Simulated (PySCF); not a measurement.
# F6Os (OsF6): the cost of one run

Computed with PySCF 2.14.0 and routines of our own; the level stands in each step. Atoms count from 0.

## Step 1: The system as given

7 atoms, charge 0, states of the metal's open shell are computed; geometry from: model start, shaken.

## Step 2: Relaxing the molecule at PBE0-D3(BJ)/def2-TZVP

Job settings and geometry (Å):

```
{"job": {"xc": "PBE0", "basis": "def2-TZVP", "d3": "d3bj", "grid": 1, "maxiter": 45, "kind": "geom"}, "charge": 0, "metal": "Os", "open_shell": "d2"}
Os     0.000020     0.004480    -0.004110
F     -0.013360    -0.006820     1.830130
F      0.000900     0.020100    -1.852380
F      1.835690     0.007350     0.005350
F     -1.843420    -0.013960    -0.000440
F      0.010430     1.824840    -0.006860
F     -0.028520    -1.864340    -0.027630
```

Run with:

```bash
OMP_NUM_THREADS=1 python lf_run.py task.json out
```

This one command runs all jobs of the session in turn.

Q: Estimate the wall time and peak memory of this first job on 1 thread of AMD EPYC 7R43, shared host.

About 8.6 min, with a peak of 0.93 GiB.
